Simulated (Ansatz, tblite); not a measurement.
# CdSiSb2 with GFN1-xTB from a Python script

These are simulated results from tblite 0.8.0, not measurements. The cell was built from a prototype and was relaxed with r2SCAN in plane waves (Ansatz 0.2.0). It may be hypothetical. All runs are without spin polarisation.

It is tetragonal, P-4m2 (No. 115); conventional cell a = 4.383 Å, c = 12.839 Å, 30.83 Å³ an atom. Cd has 4 Sb at 2.78–2.82 Å; Sb has 4 Cd at 2.78 Å; Sb has 2 Si at 2.62 Å and 2 Cd at 2.82 Å; Si has 4 Sb at 2.62–2.64 Å; Sb has 4 Si at 2.64 Å.

tblite solves periodic systems at the zone centre alone, so the script builds a cluster of 2×2×1 conventional cells (32 atoms), which folds in a coarse mesh of k points.

Input script:

```python
import json
from ase import Atoms
from ase.build import make_supercell
from ase.units import Bohr, GPa, Hartree
from tblite.interface import Calculator

atoms = Atoms(['Cd', 'Sb', 'Cd', 'Sb', 'Si', 'Sb', 'Si', 'Sb'],
              cell=[[4.38279596, 0.0, 0.0], [0.0, 4.38279596, 0.0], [0.0, 0.0, 12.83912703]],
              scaled_positions=[[0.5, 0.0, 0.866224008], [0.5, 0.5, 0.0], [0.0, 0.5, 0.133775992], [0.0, 0.0, 0.272573887], [0.5, 0.0, 0.384746334], [0.5, 0.5, 0.5], [0.0, 0.5, 0.615253666], [0.0, 0.0, 0.727426113]],
              pbc=True)
cluster = make_supercell(atoms, [[2, 0, 0], [0, 2, 0], [0, 0, 1]])
calc = Calculator('GFN1-xTB', cluster.numbers, cluster.positions / Bohr, lattice=cluster.cell[:] / Bohr, periodic=cluster.pbc)
calc.set('temperature', 0.02 / Hartree)
calc.set('max-iter', 150)
res = calc.singlepoint()
levels = res.get('orbital-energies') * Hartree
nv = round(res.get('orbital-occupations').sum() / 2)
cells = len(cluster) // len(atoms)
out = {'energy_per_cell': res.get('energy') * Hartree / cells, 'homo': levels[nv - 1], 'lumo': levels[nv],
       'stress': (-res.get('virial') * Hartree / cluster.get_volume() / GPa).tolist(), 'charges': res.get('charges')[:len(atoms)].tolist(), 'electrons': 2 * nv / cells}
json.dump(out, open('results.json', 'w'))
for key, value in out.items():
    print(key, value)
```

Command: `python run.py`. It took 2.2 s on 1 thread of Arm Neoverse V1 (shared host), peak memory 0.1 GiB.

The log:

```
------------------------------------------------------------
  cycle        total energy    energy error   density error
------------------------------------------------------------
      1     -60.56068293630  -6.0489422E+01   4.5265232E-01
      2     -23.18772381147   3.7372959E+01   8.9925026E-01
      3     -52.03342304906  -2.8845699E+01   5.2071344E-01
      4     -58.71682995498  -6.6834069E+00   3.8032754E-01
      5     -61.16974431664  -2.4529144E+00   2.6126837E-01
      6     -60.80585617562   3.6388814E-01   2.4235032E-01
      7     -61.89157696375  -1.0857208E+00   9.4676717E-02
      8     -60.85702296594   1.0345540E+00   2.2346790E-01
      9     -61.72602544884  -8.6900248E-01   1.3323509E-01
     10     -62.06722416431  -3.4119872E-01   7.5724286E-02
     11     -62.04118746779   2.6036697E-02   8.3293168E-02
     12     -62.03727041182   3.9170560E-03   8.3609504E-02
     13     -62.17248421027  -1.3521380E-01   5.0439063E-02
     14     -62.21741580505  -4.4931595E-02   3.0514810E-02
     15     -62.23532815262  -1.7912348E-02   1.4440481E-02
     16     -62.23983763785  -4.5094852E-03   5.6492344E-03
     17     -62.21267800524   2.7159633E-02   3.2307912E-02
     18     -62.23337798454  -2.0699979E-02   1.6644000E-02
     19     -62.24031342546  -6.9354409E-03   3.6826013E-03
     20     -62.24056070578  -2.4728032E-04   1.3535122E-03
     21     -62.24057368367  -1.2977896E-05   1.1309974E-03
     22     -62.24059351847  -1.9834798E-05   6.6958715E-04
     23     -62.24058734218   6.1762905E-06   7.3365949E-04
     24     -62.24058056392   6.7782655E-06   8.6222130E-04
     25     -62.24059155011  -1.0986196E-05   5.8781714E-04
     26     -62.24060068906  -9.1389454E-06   1.1336507E-04
     27     -62.24060053524   1.5382091E-07   1.3053387E-04
     28     -62.24060088071  -3.4547719E-07   5.4802032E-05
     29     -62.24060050927   3.7144635E-07   1.2668535E-04
     30     -62.24060094359  -4.3432311E-07   1.4041171E-05
------------------------------------------------------------

 total:                                   1.498 sec
energy_per_cell -423.4132546661633
homo -6.518021120857299
lumo -6.518019539911452
stress [[2.9635599618277992, -5.031271314775569e-07, 1.971912129625228e-06], [-5.03127131514109e-07, 2.963607115918182, -1.9653584830504308e-06], [1.971912129613595e-06, -1.9653584831151826e-06, 2.41817749557998]]
charges [-0.011766170724885505, 0.003690479329895649, -0.011767135359993408, 0.026878902750889208, -0.06301718282711677, 0.09214771576309257, -0.06301117210708462, 0.02687436007734885]
electrons 32.0
```

The cycle table is in hartree for the whole cluster, and the lines after it are in eV (the energy for one cell). The printed stress is in GPa and positive in compression, and the pressure is its mean diagonal.

GFN1-xTB gives no gap at the points read. On the same cell, plane-wave PBE (Ansatz, 6×6×2 k points and the special points) gives no gap (an overlap of 0.36 eV at the points read) and r2SCAN no gap (an overlap of 0.29 eV at the points read); on shared hosts these took about 36 and 70 core-seconds on the 8-atom cell, against 2.2 for the script. Spin-orbit coupling, left out in all these runs, can cut or reorder the gap by tenths of an eV, up to about 1 eV with Pb or Bi.

The same script was run on cells scaled at fixed shape and fractional coordinates:

```csv
volume (Å³/atom),energy (meV/atom),"pressure (GPa, positive in compression)",gap (eV)
27.13,165.3,12.88,0.06
28.98,54.3,6.77,0.03
30.83,0.0,2.78,0.00
32.68,-13.2,-0.32,0.00
34.53,3.5,-2.44,0.00
```

A Birch-Murnaghan fit puts the minimum at 32.47 Å³/atom, 5.3 % above the given cell, with a bulk modulus of 46.7 GPa at fixed shape.

xTB was fitted mostly to molecules, and a small cluster samples few k points, so gaps, pressures and kinks along a curve can be far from a solid's.

Spin-orbit coupling is left out, which matters wherever the heavy atoms make up the band edges.
